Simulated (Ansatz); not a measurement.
# BeBH (singlet): wave-function methods side by side at angle B1–Be2–H3 = 137.2°, cc-pVDZ

Aim: climb from Hartree-Fock through coupled cluster and multireference methods for BeBH (singlet) at one geometry and basis, and see what each rung misses.

Method: cc-pVDZ, core rule «outside noble gas», up to 2 orbitals frozen; program: Ansatz 0.2.0, Gaussian basis.

Plan: UHF; CCSD(T) on RHF; CCSD(T) on UHF; BCCD(T) on RHF; CISD; CCSDT(Q) on RHF; CCSDT(Q) on UHF; CCSDTQ on RHF; CASSCF and MRCISD+Q, 2 electrons in 2 orbitals; CASSCF and NEVPT2, 2 electrons in 2 orbitals.

29 further runs of the same task are left out: 21 for a known fault of the program, 6 that didn't finish, 2 set aside as unsound or not needed.

### 1 The geometry

The geometry derives from a PBE0/def2-TZVP stationary point (not a proven minimum). One angle is set to the value named; bond lengths are kept.

3 atoms, charge 0, spin multiplicity 1.

Atoms are counted from 1 here; the program's logs count them from 0.

Bond lengths: B1–Be2 2.042 Å, Be2–H3 1.345 Å. Angles: B1–Be2–H3 137.2°.

As a file:

```xyz
3
BBeH
B     0.3347    0.0000    0.9753
Be   -0.4105    0.0000   -0.9263
H     0.0801    0.0000   -2.1783
```

### 2 UHF

in.yaml

```yaml
crystal:
  periodic: [false, false, false]
  atoms:
    - {symbol: B, position_ang: [0.334725, 0.000000, 0.975273]}
    - {symbol: Be, position_ang: [-0.410499, 0.000000, -0.926313]}
    - {symbol: H, position_ang: [0.080143, 0.000000, -2.178284]}
basis:
  gaussian: {orbitals: cc-pVDZ}
magnetization: {spin_polarized: true, initial_magnetization: 0}
hamiltonian: {xc: hf}
output: {orbitals: {seedname: orbitals}}
```

Run with:

```
> ansatz run in.yaml --threads 1 --pin off --events-out ev --progress --plain --max-ram 2393MiB
```

After this run come: CCSD(T) on RHF; CCSD(T) on UHF; BCCD(T) on RHF; CISD; CCSDT(Q) on RHF; CCSDT(Q) on UHF; CCSDTQ on RHF; CASSCF and MRCISD+Q, 2 electrons in 2 orbitals; CASSCF and NEVPT2, 2 electrons in 2 orbitals.

Q: Predict the results of all the runs planned. Wanted: RCCSDTQ below the RHF energy; RMP2 from RCCSDTQ; UMP2 from RCCSDTQ; RCCSD from RCCSDTQ; RCCSD(T) from RCCSDTQ; UCCSD(T) from RCCSDTQ; RCCSDT(Q) from RCCSDTQ; UCCSDT(Q) from RCCSDTQ; NEVPT2 pair from RCCSDTQ.

**Answer**, as computed:

| quantity | value |
| --- | --- |
| RCCSDTQ below the RHF energy | -3.6074 eV |
| RMP2 from RCCSDTQ | +26.50 kcal/mol |
| UMP2 from RCCSDTQ | +24.86 kcal/mol |
| RCCSD from RCCSDTQ | +2.75 kcal/mol |
| RCCSD(T) from RCCSDTQ | +0.84 kcal/mol |
| UCCSD(T) from RCCSDTQ | +1.04 kcal/mol |
| RCCSDT(Q) from RCCSDTQ | +0.08 kcal/mol |
| UCCSDT(Q) from RCCSDTQ | +0.10 kcal/mol |
| NEVPT2 pair from RCCSDTQ | +24.49 kcal/mol |
| levels within 1 kcal/mol (43 meV) | RCCSD(T), BCCD(T), RCCSDT, UCCSDT, RCCSDT(Q), UCCSDT(Q) |
| T1 diagnostic | 0.022 |

**Reading.** RCCSD(T) lands +0.84 kcal/mol from the yardstick (1.0 % of the correlation energy). These misses are within one basis, not against nature.
